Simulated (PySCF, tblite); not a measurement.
**B₃H₈N₃Si, a small molecule taken as a stand-in for a surface group (BN ring, B site): NMR shifts, core binding energies and electronic excitations**

Wanted: the NMR shifts, core binding energies and electronic excitations for `[SiH3]B1NBNBN1`.

Programs: tblite 0.8.0 and PySCF 2.14.0. All values are calculated, for the isolated system unless a continuum is named. Atoms count from 0, parts from 1.

## 1. Starting point

15 atoms, charge 0, multiplicity 1; geometry: distance geometry start.

## 2. Relaxing the cluster with GFN2-xTB

The job: settings as JSON, then the geometry in Å.

```
{"job": {"kind": "relax", "xc": "GFN2-xTB", "basis": "xTB"}, "charge": 0, "multiplicity": 1}
N      0.304178    -0.928763     0.186127
B      1.663965    -0.482179    -0.458697
N      2.028290     1.031439    -0.287793
B      0.839015     2.029192    -0.404405
N     -0.496600     1.568848     0.240179
B     -0.867744     0.065898     0.060694
Si    -2.199831    -0.308903    -1.318421
H      0.375331    -1.432315     1.078846
H      1.911746    -0.937791    -1.488059
H      2.736168     1.218824     0.430143
H      0.762239     2.623545    -1.393881
H     -0.714903     1.987564     1.130254
H     -2.817822    -1.545475    -1.016895
H     -1.565174    -0.365822    -2.572329
H     -3.187649     0.725566    -1.311373
```

Method: GFN2-xTB geometry optimisation, gas phase.

The run is started by

```bash
OMP_NUM_THREADS=1 python cluster_run.py task.json out
```

This one command runs all jobs of the session in turn.

Output:

```text
step      E/eV     max force
  0    -496.81832    4.094
  1    -497.52212    2.467
  2    -498.14737    1.286
  3    -498.23769    0.922
  4    -498.38248    0.823
  5    -498.44412    0.784
  6    -498.84024    1.377
  7    -499.09585    2.493
  8    -499.39648    2.633
  9    -499.99918    2.045
 10    -500.37135    1.684
 11    -500.68101    3.669
 12    -500.99500    1.205
 13    -501.18191    1.051
 14    -501.31629    1.068
 15    -501.48373    1.046
 16    -501.60270    1.166
 17    -501.69195    0.910
 18    -501.74308    0.486
 19    -501.77042    0.334
 20    -501.79330    0.382
 21    -501.81872    0.414
 22    -501.84641    0.449
 23    -501.86946    0.483
 24    -501.89273    0.523
 25    -501.91665    0.458
 26    -501.93917    0.457
 27    -501.95339    0.392
 28    -501.96740    0.331
 29    -501.98463    0.410
 30    -502.00580    0.572
 31    -502.02641    0.515
 32    -502.04567    0.310
 33    -502.06070    0.354
 34    -502.07532    0.373
 35    -502.09373    0.433
 36    -502.10918    0.343
 37    -502.12015    0.315
 38    -502.13051    0.258
 39    -502.13981    0.284
 40    -502.15630    0.347
 41    -502.17206    0.410
 42    -502.18494    0.321
 43    -502.19574    0.293
 44    -502.20776    0.514
 45    -502.22388    0.472
 46    -502.24819    0.521
 47    -502.27479    0.465
 48    -502.29062    0.231
 49    -502.29536    0.365
 50    -502.29931    0.260
 51    -502.30328    0.170
 52    -502.30720    0.139
 53    -502.31067    0.180
 54    -502.31407    0.159
 55    -502.31571    0.080
 56    -502.31631    0.054
 57    -502.31661    0.038
 58    -502.31678    0.037
 59    -502.31687    0.035
 60    -502.31695    0.023
 61    -502.31699    0.014
 62    -502.31702    0.011
 63    -502.31704    0.011
 64    -502.31705    0.010
 65    -502.31706    0.008
 66    -502.31707    0.010
 67    -502.31709    0.010
 68    -502.31710    0.006
```

It took 1.8 s on 1 thread of Intel Xeon Platinum 8488C, shared host.

The steps of the relaxation: (not every step is listed)

```
step  energy from step 0 (eV)  largest force (eV/Å)
   0                   0.0000                4.0936
   2                  -1.3290                1.2866
   4                  -1.5642                0.8233
   6                  -2.0219                1.3770
   8                  -2.5782                2.6334
  10                  -3.5530                1.6838
  12                  -4.1767                1.2048
  14                  -4.4980                1.0681
  16                  -4.7844                1.1666
  20                  -4.9750                0.3811
  24                  -5.0744                0.5232
  28                  -5.1491                0.3311
  32                  -5.2273                0.3107
  36                  -5.2909                0.3435
  40                  -5.3380                0.3464
  44                  -5.3894                0.5138
  48                  -5.4723                0.2313
  52                  -5.4889                0.1387
  56                  -5.4980                0.0542
  58                  -5.4985                0.0370
  60                  -5.4986                0.0228
  62                  -5.4987                0.0105
  64                  -5.4987                0.0108
  66                  -5.4987                0.0105
  68                  -5.4988                0.0062
```

Close pairs (by a distance rule), those that changed most:

```
   bond  before (Å)  after (Å)  change (Å)
  N0–B1       1.570      1.418      -0.152
  B1–N2       1.566      1.416      -0.150
  N2–B3       1.557      1.416      -0.141
  N4–B5       1.558      1.423      -0.136
  B3–N4       1.553      1.418      -0.135
  N0–B5       1.542      1.423      -0.119
Si6–H13       1.407      1.476      +0.069
Si6–H12       1.415      1.476      +0.061
```

## 3. Geometry optimisation at PBE0-D3(BJ)/def2-SVP

The job: settings as JSON, then the geometry in Å.

```
{"job": {"xc": "PBE0", "basis": "def2-SVP", "d3": "d3bj", "grid": 2, "kind": "geom", "shake": 0.01}, "charge": 0, "multiplicity": 1}
N      0.533399    -1.124110     0.021841
B      1.843817    -0.728305     0.306428
N      2.086954     0.657268     0.459372
B      1.132374     1.649726     0.350204
N     -0.215586     1.187274     0.052759
B     -0.564352    -0.169087    -0.119355
Si    -2.379164    -0.748623    -0.536645
H      0.332757    -2.076381    -0.103973
H      2.700714    -1.519382     0.433419
H      3.046661     0.950581     0.684643
H      1.328312     2.786414     0.500918
H     -0.935240     1.888661    -0.012371
H     -2.835899    -1.985989     0.117043
H     -2.646938    -1.014035    -1.960341
H     -3.438732     0.220618    -0.179272
```

Output:

```text
step   0  E = -532.66983449  max force = 0.045157
step   1  E = -532.67948407  max force = 0.006908
step   2  E = -532.67969753  max force = 0.003976
step   3  E = -532.67974734  max force = 0.003229
step   4  E = -532.67982166  max force = 0.000430
step   5  E = -532.67982288  max force = 0.000215
optimisation converged
```

Wall time 64 s (1 thread of Intel Xeon Platinum 8488C, shared host); peak memory 0.81 GiB.

The steps of the relaxation:

```
step  energy from step 0 (eV)  largest force component (eV/Å)
   0                   0.0000                          2.3221
   1                  -0.2626                          0.3552
   2                  -0.2684                          0.2045
   3                  -0.2697                          0.1660
   4                  -0.2718                          0.0221
   5                  -0.2718                          0.0111
```

Close pairs (by a distance rule), those that changed most:

```
   bond  before (Å)  after (Å)  change (Å)
 B5–Si6       1.950      2.032      +0.081
 B3–H10       1.163      1.209      +0.046
  N2–B3       1.381      1.425      +0.044
  B1–H8       1.173      1.209      +0.036
  N0–B5       1.462      1.430      -0.032
  N0–B1       1.398      1.429      +0.031
  N0–H7       0.981      1.012      +0.030
Si6–H12       1.472      1.500      +0.028
```

The end geometry stands in the next job.

```
                         at the end point                value
  point group (found at 0.08 Å tolerance)                   C1
rotational constants (GHz, main isotopes)  4.991, 1.337, 1.067
                        dipole moment (D)                 1.12
```

## 4. NMR shieldings: PBE0/pcSseg-1

The job: settings as JSON, then the geometry in Å.

```
{"job": {"kind": "nmr", "xc": "PBE0", "basis": "pcSseg-1"}, "charge": 0, "multiplicity": 1}
N      0.573625    -1.085223     0.016951
B      1.914377    -0.685584     0.307054
N      2.165735     0.708753     0.461881
B      1.138928     1.690312     0.343862
N     -0.181003     1.227507     0.052691
B     -0.503215    -0.154750    -0.122059
Si    -2.391439    -0.753899    -0.573102
H      0.386767    -2.073764    -0.090120
H      2.799181    -1.502009     0.417011
H      3.107809     1.013330     0.668201
H      1.372899     2.867932     0.484910
H     -0.918703     1.915085    -0.028748
H     -2.757161    -2.031938     0.121722
H     -2.552460    -1.001819    -2.044222
H     -3.405839     0.282727    -0.190071
```

With the program's defaults for keys left out, this is: GIAO PBE0/pcSseg-1 NMR shielding, non-relativistic, gas phase.

Output:

```text
coarse grid: 13032 points
cycle   1  E = -532.8048021893  dE =  7.103e-01  |g| = 5.168e-01  |ddm| = 3.372e+00
cycle   2  E = -532.7634609753  dE =  4.134e-02  |g| = 6.922e-01  |ddm| = 8.318e-01
cycle   3  E = -532.8668685010  dE = -1.034e-01  |g| = 4.424e-02  |ddm| = 4.944e-01
cycle   4  E = -532.8672723396  dE = -4.038e-04  |g| = 1.689e-02  |ddm| = 4.319e-02
cycle   5  E = -532.8673421994  dE = -6.986e-05  |g| = 3.058e-03  |ddm| = 1.613e-02
cycle   6  E = -532.8673438008  dE = -1.601e-06  |g| = 1.836e-03  |ddm| = 3.825e-03
final grid: 121504 points
cycle   7  E = -532.8950778244  dE = -2.443e-05  |g| = 9.768e-03  |ddm| = 2.332e-02
cycle   8  E = -532.8950583867  dE =  1.944e-05  |g| = 1.387e-02  |ddm| = 1.529e-02
cycle   9  E = -532.8950982965  dE = -3.991e-05  |g| = 4.188e-04  |ddm| = 8.318e-03
cycle  10  E = -532.8950983371  dE = -4.062e-08  |g| = 2.203e-04  |ddm| = 6.593e-04
cycle  11  E = -532.8950983483  dE = -1.114e-08  |g| = 6.509e-05  |ddm| = 2.270e-04
cycle  12  E = -532.8950983491  dE = -8.481e-10  |g| = 2.024e-05  |ddm| = 5.932e-05
converged SCF energy = -532.8950983491

GIAO shielding tensors (ppm)
atom      isotropic    diamagn.    paramagn.     s11        s22        s33       span
  0 N      108.259     325.217    -216.958    -49.918    147.441    227.255    277.173
  1 B       73.762     196.991    -123.230     45.789     59.873    115.623     69.833
  2 N      118.737     323.400    -204.663    -28.059    149.124    235.147    263.206
  3 B       73.768     197.084    -123.315     45.846     59.842    115.617     69.771
  4 N      106.777     325.201    -218.423    -51.933    147.945    224.320    276.253
  5 B       68.066     201.888    -133.822     39.310     48.503    116.384     77.074
  6 Si     458.558     880.275    -421.717    426.805    468.822    480.047     53.242
  7 H       25.365      32.922      -7.557     20.728     27.085     28.281      7.553
  8 H       26.529      28.879      -2.349     23.679     27.064     28.845      5.167
  9 H       25.527      28.823      -3.296     21.424     25.259     29.898      8.473
 10 H       26.531      28.881      -2.349     23.699     27.056     28.839      5.140
 11 H       25.310      32.979      -7.670     20.634     27.057     28.238      7.604
 12 H       27.827      27.995      -0.168     24.472     26.194     32.815      8.343
 13 H       27.641      27.816      -0.175     24.952     25.460     32.513      7.561
 14 H       27.927      28.083      -0.156     24.460     26.388     32.932      8.472
```

It took 18 s on 1 thread of Intel Xeon Platinum 8488C, shared host; peak memory 0.88 GiB.

Shifts follow as δ = σ(reference) − σ, with reference shieldings (ppm) from runs at the same level and on the same kind of geometry: 1H TMS 31.27, 29Si TMS 352.0, 15N NH3 265.7, 11B BF3·OEt2 100.7. The references are single molecules in the gas phase, so shifts against H2O, NH3, PH3, H3PO4 or CFCl3 are not on the usual liquid scales and can be off by tens of ppm.

```
atoms                           environment  σ (ppm)  δ (ppm)
  H11  hydrogen on a nitrogen bonded to 2 B    25.31     5.96
   H7  hydrogen on a nitrogen bonded to 2 B    25.36     5.90
   H9  hydrogen on a nitrogen bonded to 2 B    25.53     5.74
   H8     hydrogen on a boron bonded to 2 N    26.53     4.74
  H10     hydrogen on a boron bonded to 2 N    26.53     4.74
  H13     hydrogen on a silicon bonded to B    27.64     3.63
  H12     hydrogen on a silicon bonded to B    27.83     3.44
  H14     hydrogen on a silicon bonded to B    27.93     3.34
   N4             nitrogen bonded to 2 B, H    106.8    158.9
   N0             nitrogen bonded to 2 B, H    108.3    157.4
   N2             nitrogen bonded to 2 B, H    118.7    146.9
   B5               boron bonded to 2 N, Si     68.1     32.7
   B1                boron bonded to 2 N, H     73.8     27.0
   B3                boron bonded to 2 N, H     73.8     27.0
  Si6              silicon bonded to B, 3 H    458.6   -106.6
```

Charges from the same density, by scheme (e):

```
atoms  Mulliken    IAO  Hirshfeld  ESP fit
   N0     -0.53  -0.44      -0.22    -0.65
   B1      0.32   0.18       0.16     0.46
   N2     -0.54  -0.45      -0.22    -0.62
   B3      0.32   0.18       0.16     0.44
   N4     -0.53  -0.44      -0.22    -0.61
   B5      0.17   0.07       0.11     0.40
  Si6      0.32   0.37       0.21     0.11
```

Mayer bond orders: N0–B1 1.15, B1–N2 1.16, N2–B3 1.16, B3–N4 1.15, N4–B5 1.17, B5–Si6 0.91, B5–N0 1.16.

Ring of atoms N0, B1, N2, B3, N4, B5: NICS(0) -2.7, NICS(1) -3.6, NICS(1)zz -6.0 ppm (means of both faces).

(Part 1 of 2 ends here.)
